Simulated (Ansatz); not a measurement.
This script for a check of PAW against all-electron LAPW of YbPb, space group P4/mmm with the Ansatz DFT code, driven from Python holds a mistake.

`paw_lapw_ybpb.py`:
```python
import ansatz as az
import numpy as np


def count_gap(report):
    # lowest empty less highest filled band, counting bands; zero where they overlap
    return max(report.get('gap_by_band_count_ev') or 0.0, 0.0)


def main() -> None:
    lattice = az.Lattice.of(
        [3.59564, 0.0, 0.0],
        [0.0, 3.59564, 0.0],
        [0.0, 0.0, 4.443],
    )
    sites = [
        ('Yb', [0.5, 0.5, 0.5]),
        ('Pb', [0.0, 0.0, 0.0]),
    ]
    crystal = az.Crystal(lattice=lattice)
    for symbol, position in sites:
        crystal = crystal.atom(symbol, position)

    calculation = crystal.calculation()
    calculation = calculation.functional(az.Functional.LDA)
    calculation = calculation.occupations('Fermi-Dirac')
    calculation = calculation.kpoints(8, 8, 6, center='gamma')
    calculation = calculation.basis(40)
    calculation = calculation.scf(max_iterations=60)
    calculation = calculation.stress()
    calculation = calculation.forces()
    calculation = calculation.band_table()
    variants = {
        'PAW': calculation.pseudopotentials('paw'),
        'LAPW': calculation.pseudopotentials('all_electron', lapw=True),
    }
    rows = []
    for label, variant in variants.items():
        rep = variant.run(threads=1).report
        levels = np.array(rep['eigenvalues_ev'][0]) - rep['fermi_energy_ev']
        print(label, 'levels at the first k-point near E_F:', np.round(levels[np.abs(levels) < 5], 3))
        rows.append((label, rep['n_electrons'], np.trace(rep['stress_gpa']) / 3, count_gap(rep)))
    lines = [','.join(['treatment', 'electrons in bands', 'P GPa', 'gap by band count eV'])] + [','.join(f'{v:.4f}' if isinstance(v, float) else str(v) for v in row) for row in rows]
    print('\n'.join(lines))
    with open('paw_lapw.csv', 'w') as handle:
        handle.write('\n'.join(lines) + '\n')


if __name__ == '__main__':
    main()
```

```console
$ python paw_lapw_ybpb.py
DeckWarning: basis.ecutwfc = 40 eV is below the records' recommended 420 eV, and the density's cutoff is lower with it unless basis.ecutrho_ratio is high enough to keep the records' density cutoff: compare with a run at a higher cutoff
PAW levels at the first k-point near E_F: [-4.42  -4.42  -1.602 -1.508 -0.736  0.285  0.815  0.815  1.467  1.813
  1.813]
Traceback (most recent call last):
  File "paw_lapw_ybpb.py", line 50, in <module>
    main()
    ~~~~^^
  File "paw_lapw_ybpb.py", line 39, in main
    rep = variant.run(threads=1).report
          ~~~~~~~~~~~^^^^^^^^^^^
  ...
ansatz.RefusalError: inconsistent input (basis.ecutwfc, kpoints): the smallest per-k basis holds n_pw = 28 plane waves (k-point 3, counted from 0 among those solved) but the deck needs at least 36 band(s) per channel, and no run solves more bands than the smallest per-k basis has plane waves; raise basis.ecutwfc until the smallest per-k basis, which caps the automatic band count, holds at least 36 plane waves
```
(Warnings from the package without file and line; library frames cut from the traceback.)

Find the fault and give the corrected script.

The fault: a cutoff meant in rydberg is read as eV, so the basis is far too small. The change:

```diff
--- before
+++ after
@@ -27,3 +27,2 @@
     calculation = calculation.kpoints(8, 8, 6, center='gamma')
-    calculation = calculation.basis(40)
     calculation = calculation.scf(max_iterations=60)
```

The mended script runs so:

Running `python paw_lapw_ybpb.py` prints:
```text
DeckWarning: basis.ecutwfc = 420 eV, auto-derived from the records' recommended cutoffs: set by Yb (normal level)
PAW levels at the first k-point near E_F: [-0.849 -0.597 -0.574 -0.574 -0.553 -0.553 -0.549 -0.42   0.092  0.76
  3.128  3.128  3.369]
LAPW levels at the first k-point near E_F: [-0.85  -0.598 -0.575 -0.575 -0.554 -0.554 -0.55  -0.418  0.091  0.763
  3.128  3.128  3.375  4.612  4.612]
treatment,electrons in bands,P GPa,gap by band count eV
PAW,38.0000,-3.7950,0.0000
LAPW,70.0000,-3.7903,0.0000
```
(Warnings from the package without file and line.)

Semilocal functionals put the nearly full 4f shell of Yb too close to the Fermi level. The computed bands are complete only to about 2.3 eV above the Fermi level. The mesh is modest for a metal, so energies can be off by several to tens of meV an atom and pressures by half a GPa or more; differences at equal mesh fare better. A gap by band count of zero or less means overlapping bands, a metal. The structure is a deposited one; some such entries were measured under pressure or heat, so a shift against it needn't be the functional's error alone. Levels are Kohn-Sham eigenvalues on this mesh, without spin-orbit coupling. Pressure is positive in compression; the treatments may keep other shells as core, so totals and counts of electrons can differ. It ran for 35 s on 1 thread of Intel(R) Xeon(R) Processor @ 2.30GHz (shared host), peak memory 0.79 GiB.
